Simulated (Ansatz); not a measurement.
# Scandium, simple cubic under r²SCAN: ground state and equation of state

What does r²SCAN give for scandium in the simple cubic structure? We relax it, solve it on a dense k-mesh, then scale the cell to 7 volumes from 88 to 112 % of the relaxed one and try a fit of the equation of state. The start is ferromagnetic. The k-meshes are 10×10×10 for the relaxation; 17×17×17 for the dense run; 12×12×12 for the volumes.

This is Sc in the simple cubic structure; at room conditions it is hcp.

Program: Ansatz 0.2.0. Level of theory: DFT r2SCAN, plane waves (500 eV) with PAW, scalar-relativistic; PBE-made PAW files. These are calculated values, not measurements.

### 1 Starting point

It takes space group Pm-3m (No. 221, cubic). The conventional cell has a = 3.000 Å, b = 3.000 Å, c = 3.000 Å, α = 90.00°, β = 90.00°, γ = 90.00°. Around Sc (site symmetry m-3m) lie 6 Sc at 3.00 Å.

As a file:

```
CELL_PARAMETERS angstrom
3.00008 0.00000 0.00000
0.00000 3.00008 0.00000
0.00000 0.00000 3.00008
ATOMIC_POSITIONS crystal
Sc 0.00000 0.00000 0.00000
```

The atoms start with moments of +1 μB.

### 2 Geometry optimisation

File input.yaml:

```yaml
crystal:
  lattice:
    - [3.0000848774, 0.0, 0.0]
    - [0.0, 3.0000848774, 0.0]
    - [0.0, 0.0, 3.0000848774]
  atoms:
    - { symbol: Sc, position: [0.0, 0.0, 0.0], spin: 1.0 }
hamiltonian:
  xc: r2scan
  pseudopotentials:
    kind: paw
    azcp:
      Sc: "pseudopotentials/Sc.paw.azcp"
basis:
  ecutwfc: 500
  fft_grid_basis: typed
kpoints:
  mp_grid: { grid: [10, 10, 10], shift: [0, 0, 0] }
magnetization:
  spin_polarized: true
scf:
  occupations: { method: fermi_dirac, width: 0.05 }
relax:
  max_steps: 60
  f_tol: 0.01
  cell: {}
```

Command:

```console
$ ansatz run input.yaml --threads 2 --pin off --max-ram 6144MiB --backend cpu --events-out ev --progress --plain --runs-dir out
```

After this run come: Dense single point; Equation of state: 88 %; Equation of state: 92 %; Equation of state: 96 %; Equation of state: 100 %; Equation of state: 104 %; Equation of state: 108 %; Equation of state: 112 %.

Before running it: what results should come out? Wanted: space group; conventional cell; volume; shortest distance; gap on the mesh; magnetic state; V₀, B₀, B₀′.

As calculated:

```
                      quantity                                  value
space group (spins left aside)                        Pm-3m (No. 221)
             conventional cell                            a = 2.972 Å
                        volume                         26.260 Å³/atom
             shortest distance                                2.972 Å
               gap on the mesh           none (levels filled in part)
                magnetic state  ferromagnetic, up to 0.67 μB per atom
                   V₀, B₀, B₀′            26.388 Å³/atom, 36 GPa, 2.2
```

In words: The relaxation shrank the cell by 2.7 % in volume. It ends ferromagnetic, with up to 0.67 μB per atom. No gap shows: it is a metal or semimetal at this level. The fitted modulus is 36 GPa. Relaxation kept the symmetry; phonons were not checked.
